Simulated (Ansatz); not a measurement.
# ClH₃S₃Ti: small, medium and large basis sets

Aim: see how fast density functionals converge with the basis set for ClH₃S₃Ti.

Computed with Ansatz 0.2.0, Gaussian basis. Level: one geometry, several basis sets.

Plan: PBE0-D4/def2-SVP; ωB97M-V/def2-SVP; PBE0-D4/def2-QZVPP; ωB97M-V/def2-QZVPP; the functionals' def2-TZVPP values are taken from earlier runs.

## Step 1: The geometry

All runs share one geometry, relaxed beforehand with PBE0-D4 in a triple-zeta def2 set.

8 atoms, charge 0, spin multiplicity 1.

Atoms are counted from 1 here; the program's logs count them from 0.

Bond lengths: S1–Ti2 2.273 Å, S1–H6 1.347 Å, Ti2–S3 2.273 Å, Ti2–S4 2.273 Å, Ti2–Cl5 2.174 Å, S3–H7 1.347 Å, S4–H8 1.347 Å. Angles: Ti2–S1–H6 91.3°, S1–Ti2–S3 108.9°, S1–Ti2–S4 108.9°, S1–Ti2–Cl5 110.0°, S3–Ti2–S4 108.9°, S3–Ti2–Cl5 110.0°, S4–Ti2–Cl5 110.0°, Ti2–S3–H7 91.3°, Ti2–S4–H8 91.3°.

## Step 2: PBE0-D4 in def2-SVP

Contents of in.yaml:

```yaml
crystal:
  periodic: [false, false, false]
  atoms:
    - {symbol: S, position_ang: [-1.619347, 1.359946, -0.222389]}
    - {symbol: Ti, position_ang: [0.459839, 0.478852, 0.038813]}
    - {symbol: S, position_ang: [0.492166, -0.788514, 1.925678]}
    - {symbol: S, position_ang: [0.928939, -0.846406, -1.747610]}
    - {symbol: Cl, position_ang: [1.930027, 2.073552, 0.188830]}
    - {symbol: H, position_ang: [-2.137063, 0.477995, 0.653534]}
    - {symbol: H, position_ang: [0.408507, -1.921758, 1.203261]}
    - {symbol: H, position_ang: [-0.370968, -0.890568, -2.096016]}
basis:
  gaussian: {orbitals: def2-SVP}
hamiltonian: {xc: pbe0, dispersion: d4}
output: {orbitals: {seedname: orbitals}}
```

On the command line:

```console
ansatz run in.yaml --threads 4 --pin off --events-out ev --progress --plain --max-ram 10444MiB
```

After this run come: ωB97M-V in def2-SVP; PBE0-D4 in def2-QZVPP; ωB97M-V in def2-QZVPP.

**Question.** What will the summary of the whole plan be? Wanted: PBE0-D4: double and triple zeta above quadruple; ωB97M-V: double and triple zeta above quadruple.

The runs gave:

| quantity | value |
| --- | --- |
| PBE0-D4: double and triple zeta above quadruple | 20.55, 1.79 eV |
| ωB97M-V: double and triple zeta above quadruple | 20.31, 1.69 eV |

What this shows: PBE0-D4 gains 18.76 eV from double to triple zeta, then 1.79 eV more. Total energies overstate the basis error of differences, where much of it tends to cancel.
